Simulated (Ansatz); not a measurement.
# CH2BFO2: the cost of one run

Program: Ansatz 0.2.0. Level of theory: RKS PBE-D4/def2-SVPD. These are calculated values, not measurements.

### 1 Starting point

Bond lengths: F1–B2 1.459 Å, B2–O3 1.501 Å, O3–C4 1.474 Å, B2–O5 1.491 Å, C4–O5 1.380 Å, C4–H6 1.113 Å, C4–H7 1.078 Å. Angles: F1–B2–O3 131.3°, F1–B2–O5 127.9°, O3–B2–O5 86.3°, B2–O3–C4 88.9°, O3–C4–O5 91.6°, O3–C4–H6 107.2°, O3–C4–H7 111.3°, O5–C4–H6 112.3°, O5–C4–H7 113.2°, H6–C4–H7 118.0°, B2–O5–C4 92.9°.

As a file:

```xyz
7

F    -1.4419   -2.0689    0.0091
B    -0.8817   -0.7490    0.2770
O    -0.7461    0.4656   -0.5937
C     0.6285    0.6369   -0.0911
O     0.4797   -0.4178    0.7865
H     0.6682    1.6195    0.4309
H     1.3545    0.4457   -0.8644
```

### 2 Preparing the start

The input, input.yaml:

```yaml
crystal:
  periodic: [false, false, false]
  atoms:
    - { symbol: F, position_ang: [-1.4419, -2.0689, 0.0091] }
    - { symbol: B, position_ang: [-0.8817, -0.749, 0.277] }
    - { symbol: O, position_ang: [-0.7461, 0.4656, -0.5937] }
    - { symbol: C, position_ang: [0.6285, 0.6369, -0.0911] }
    - { symbol: O, position_ang: [0.4797, -0.4178, 0.7865] }
    - { symbol: H, position_ang: [0.6682, 1.6195, 0.4309] }
    - { symbol: H, position_ang: [1.3545, 0.4457, -0.8644] }
basis:
  gaussian: { orbitals: def2-SVPD }
hamiltonian:
  xc: pbe
  dispersion: d4
relax:
  f_tol: 0.02
  max_steps: 40
output:
  orbitals: {}
```

The run is started by

```
$ ansatz run input.yaml --threads 2 --pin off --max-ram 3072MiB --backend cpu --events-out ev --progress --plain --runs-dir out
```

What time and memory should one allow on 2 threads of Arm Neoverse N1, shared host?

About 27 s, with a peak of 0.16 GiB.
